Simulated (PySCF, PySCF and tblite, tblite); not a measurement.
# C5H7FO: a path driven as ring inversion, and NMR exchange, part 2 of 2

PySCF and tblite. Atoms count from 0.

## (9) Shieldings, end: PBE0/pcSseg-1

The job: settings as JSON, then the geometry in Å.

```
{"job": {"kind": "nmr", "xc": "PBE0", "basis": "pcSseg-1", "pop": false}, "charge": 0, "multiplicity": 1}
O      2.505215     0.250672     0.579302
C      1.338649     0.128315     0.309734
C      0.562515    -1.193111     0.261591
C     -0.908037    -0.782052     0.128589
C     -0.853510     0.555001    -0.620283
F     -2.011626     1.286443    -0.437984
C      0.374898     1.260629    -0.052482
H      0.917143    -1.741105    -0.630076
H      0.799000    -1.820652     1.133059
H     -1.542020    -1.524997    -0.375452
H     -1.346752    -0.584114     1.120848
H     -0.738239     0.386444    -1.706600
H      0.846210     2.008696    -0.704824
H      0.083925     1.767706     0.885448
```

Log:

```text
coarse grid: 11944 points
cycle   1  E = -369.1586772853  dE =  9.763e-01  |g| = 8.785e-01  |ddm| = 3.271e+00
cycle   2  E = -368.7387409787  dE =  4.199e-01  |g| = 1.741e+00  |ddm| = 2.425e+00
cycle   3  E = -369.2974742047  dE = -5.587e-01  |g| = 2.037e-01  |ddm| = 1.843e+00
cycle   4  E = -369.3055718905  dE = -8.098e-03  |g| = 6.796e-02  |ddm| = 1.915e-01
cycle   5  E = -369.3063392933  dE = -7.674e-04  |g| = 1.698e-02  |ddm| = 5.202e-02
cycle   6  E = -369.3063895938  dE = -5.030e-05  |g| = 5.605e-03  |ddm| = 1.559e-02
cycle   7  E = -369.3063951297  dE = -5.536e-06  |g| = 1.084e-03  |ddm| = 4.537e-03
final grid: 116456 points
cycle   8  E = -369.3664518286  dE = -1.959e-05  |g| = 1.299e-02  |ddm| = 2.670e-02
cycle   9  E = -369.3663590994  dE =  9.273e-05  |g| = 2.577e-02  |ddm| = 2.826e-02
cycle  10  E = -369.3664842800  dE = -1.252e-04  |g| = 1.951e-03  |ddm| = 1.978e-02
cycle  11  E = -369.3664850554  dE = -7.754e-07  |g| = 3.043e-04  |ddm| = 1.458e-03
cycle  12  E = -369.3664850670  dE = -1.168e-08  |g| = 1.429e-04  |ddm| = 3.395e-04
cycle  13  E = -369.3664850701  dE = -3.052e-09  |g| = 2.188e-05  |ddm| = 1.099e-04
cycle  14  E = -369.3664850702  dE = -8.959e-11  |g| = 4.604e-06  |ddm| = 2.362e-05
converged SCF energy = -369.3664850702

GIAO shielding tensors (ppm)
atom      isotropic    diamagn.    paramagn.     s11        s22        s33       span
  0 O     -343.270     396.485    -739.755   -945.740   -431.723    347.653   1293.393
  1 C      -30.526     249.320    -279.846   -108.669    -53.314     70.405    179.074
  2 C      143.831     252.029    -108.197    122.007    135.932    173.555     51.549
  3 C      151.645     248.729     -97.084    129.866    152.136    172.933     43.067
  4 C       91.568     243.802    -152.234     47.664     78.218    148.821    101.157
  5 F      378.833     470.726     -91.893    362.361    382.958    391.181     28.820
  6 C      136.430     252.385    -115.955    119.139    135.278    154.873     35.733
  7 H       29.283      29.522      -0.239     25.379     27.855     34.614      9.235
  8 H       28.933      29.164      -0.231     25.144     27.596     34.061      8.917
  9 H       28.943      29.280      -0.337     25.318     27.036     34.476      9.157
 10 H       29.407      30.056      -0.649     25.946     28.223     34.051      8.105
 11 H       26.255      29.565      -3.310     23.944     26.099     28.722      4.778
 12 H       28.709      29.144      -0.435     25.469     27.609     33.050      7.581
 13 H       28.963      29.322      -0.358     26.164     27.651     33.076      6.912
```

Run time: 18 s. Hardware: 1 thread of AMD EPYC 7B13, shared host; peak memory 0.76 GiB.

Key values: HOMO -7.39 eV, LUMO -0.82 eV; dipole 1.96 D.

## (10) Barriers, rates and exchange

The job: settings as JSON, then the geometry in Å.

```
{"job": {"smiles": "O=C1CCC(F)C1", "charge": 0, "mult": 1, "motion": "ring", "what": "5-membered ring", "atoms": [1, 2, 3, 4, 6], "ring": [1, 2, 3, 4, 6], "study": "path", "level": {"kind": "nmr", "xc": "PBE0", "basis": "pcSseg-1"}, "fields": [60, 270, 700], "first": 2, "seed": 557, "refine": {"xc": "B3LYP", "basis": "def2-SVP"}, "kind": "path"}, "charge": 0, "multiplicity": 1}
O      2.489379     0.225148     0.579582
C      1.324599     0.116905     0.316422
C      0.470071    -1.114041     0.529522
C     -0.796082    -0.878125    -0.289395
C     -0.966373     0.642195    -0.290173
F     -1.615070     1.031652     0.867727
C      0.450988     1.202523    -0.289809
H      1.007518    -2.022553     0.263833
H      0.238096    -1.161251     1.596400
H     -0.663941    -1.223564    -1.314763
H     -1.671541    -1.365661     0.135787
H     -1.588912     1.011229    -1.111584
H      0.794914     1.411023    -1.303343
H      0.525676     2.124047     0.287628
```

Log:

```text
stationary points (kcal/mol above the start)
  n  kind          group   xTB      DFT    lowest mode
  0  minimum      C1       0.00     0.00      71.5
  1  saddle       C1       1.56     3.49    -100.1
  2  minimum      C1       0.28     1.19      82.4

GFN2-xTB energies: T/K, barrier G, reaction G (kcal/mol), k forward, k back (1/s)
 150.00     1.54     0.32   1.77e+10   5.17e+10
 200.00     1.61     0.32   7.21e+10   1.59e+11
 250.00     1.70     0.31   1.69e+11   3.14e+11
 298.15     1.81     0.30   2.94e+11   4.85e+11
 350.00     1.94     0.28   4.51e+11   6.78e+11
 400.00     2.07     0.27   6.13e+11   8.61e+11
 500.00     2.39     0.24   9.43e+11    1.2e+12

B3LYP-D3(BJ)/def2-SVP energies: T/K, barrier G, reaction G (kcal/mol), k forward, k back (1/s)
 150.00     3.20     0.88   6.91e+07   1.33e+09
 200.00     3.26     0.88   1.13e+09   1.03e+10
 250.00     3.36     0.87   6.07e+09    3.5e+10
 298.15     3.46     0.86   1.81e+10   7.71e+10
 350.00     3.59     0.85   4.19e+10   1.41e+11
 400.00     3.73     0.83   7.67e+10   2.19e+11
 500.00     4.04     0.80   1.79e+11   4.01e+11

PBE0/pcSseg-1 + D3(BJ) energies: T/K, barrier G, reaction G (kcal/mol), k forward, k back (1/s)
 150.00     3.47     1.23   2.74e+07    1.7e+09
 200.00     3.54     1.23   5.64e+08   1.23e+10
 250.00     3.63     1.22   3.49e+09   4.05e+10
 298.15     3.74     1.21   1.13e+10   8.71e+10
 350.00     3.86     1.19   2.82e+10   1.57e+11
 400.00     4.00     1.18   5.42e+10   2.39e+11
 500.00     4.31     1.15   1.35e+11   4.32e+11
```

It took 4.8 min on 1 thread of AMD EPYC 7B13, shared host; peak memory 0.76 GiB. This counts the whole study up to here.

Barriers by level (kcal/mol; entropies in cal/(mol K)). Zero-point and thermal terms come from xTB in every row. ΔG‡ leaves symmetry out; the rate counts one path; effective ΔG‡, where given, is the barrier that would give that rate by Eyring's equation alone:

```
                 level   ΔE‡  with zero-point   ΔH‡   ΔS‡  ΔG‡ (298 K)  ΔE of reaction  k at 298 K (1/s)  effective ΔG‡
              GFN2-xTB  1.56             1.49  1.10  -2.4         1.81            0.28           2.9e+11           1.81
 B3LYP-D3(BJ)/def2-SVP  3.21             3.14  2.75  -2.4         3.46            0.84           1.8e+10           3.46
PBE0/pcSseg-1 + D3(BJ)  3.49             3.42  3.03  -2.4         3.74            1.19           1.1e+10           3.74
```

Sites that the driver pairs across this motion, and where their lines would merge (no couplings; faster rotations or exchange between molecules can average them sooner):

```
nucleus        sites: shielding (ppm)  proton frequency (MHz)  spread (Hz)  coalescence (K)  lines at 298 K
    19F    F5: 374.5; F5 (end): 378.8                     700         2862        not given               –
    13C    C1: -34.3; C1 (end): -30.5                     700          670        not given               –
    13C    C2: 146.9; C2 (end): 143.8                     700          544        not given               –
     1H    H9: 29.60; H9 (end): 28.94                     700          461        not given               –
    17O  O0: -338.7; O0 (end): -343.3                     700          430        not given               –
     1H  H12: 29.25; H12 (end): 28.71                     700          380        not given               –
     1H  H10: 28.91; H10 (end): 29.41                     700          346        not given               –
    13C      C4: 90.0; C4 (end): 91.6                     700          271        not given               –
```

A dash: the driver gave no coalescence for this row (it judged the minor form too scarce).

Rows that set an atom against itself at the end compare its shielding in the two forms.

Lines of quadrupolar nuclei are broad, so their coalescence could hardly be seen.

## (11) Nudged elastic band, band settings drawn wide

The job: settings as JSON, then the geometry in Å.

```
{"job": {"images": 13, "spring": 0.1, "start": "scan", "climb": false, "fmax": 0.03, "method": "GFN2-xTB", "steps": 200, "xc": "GFN2-xTB", "basis": "xTB", "kind": "neb"}, "charge": 0, "multiplicity": 1}
O      2.489379     0.225148     0.579582
C      1.324599     0.116905     0.316422
C      0.470071    -1.114041     0.529522
C     -0.796082    -0.878125    -0.289395
C     -0.966373     0.642195    -0.290173
F     -1.615070     1.031652     0.867727
C      0.450988     1.202523    -0.289809
H      1.007518    -2.022553     0.263833
H      0.238096    -1.161251     1.596400
H     -0.663941    -1.223564    -1.314763
H     -1.671541    -1.365661     0.135787
H     -1.588912     1.011229    -1.111584
H      0.794914     1.411023    -1.303343
H      0.525676     2.124047     0.287628
```

Log:

```text
image   E - E0 / eV
  0       0.0000
  1       0.0047
  2       0.0193
  3       0.0340
  4       0.0521
  5       0.0625
  6       0.0685
  7       0.0662
  8       0.0561
  9       0.0413
 10       0.0273
 11       0.0159
 12       0.0120
```

Wall time 3.2 s (1 thread of AMD EPYC 7B13, shared host); peak memory 0.49 GiB.

The highest point is number 6, 1.6 kcal/mol above the first.

## (12) Outcome

What follows sums up all 2 parts.

| quantity | value |
| --- | --- |
| barrier (PBE0/pcSseg-1 + D3(BJ)) | ΔE‡ 3.5, ΔG‡(298 K) 3.7 kcal/mol |
| barrier (GFN2-xTB) | ΔE‡ 1.6 kcal/mol |
| rate at 298 K | 1.1e+10 s⁻¹ |
| end of the path | 1.2 kcal/mol from the start |

DFT puts the top 3.5 kcal/mol above the start (xTB: 1.6); the rate from the DFT barrier is 1.1e+10 s⁻¹ at 298 K. An error of 1.4 kcal/mol changes that rate tenfold.
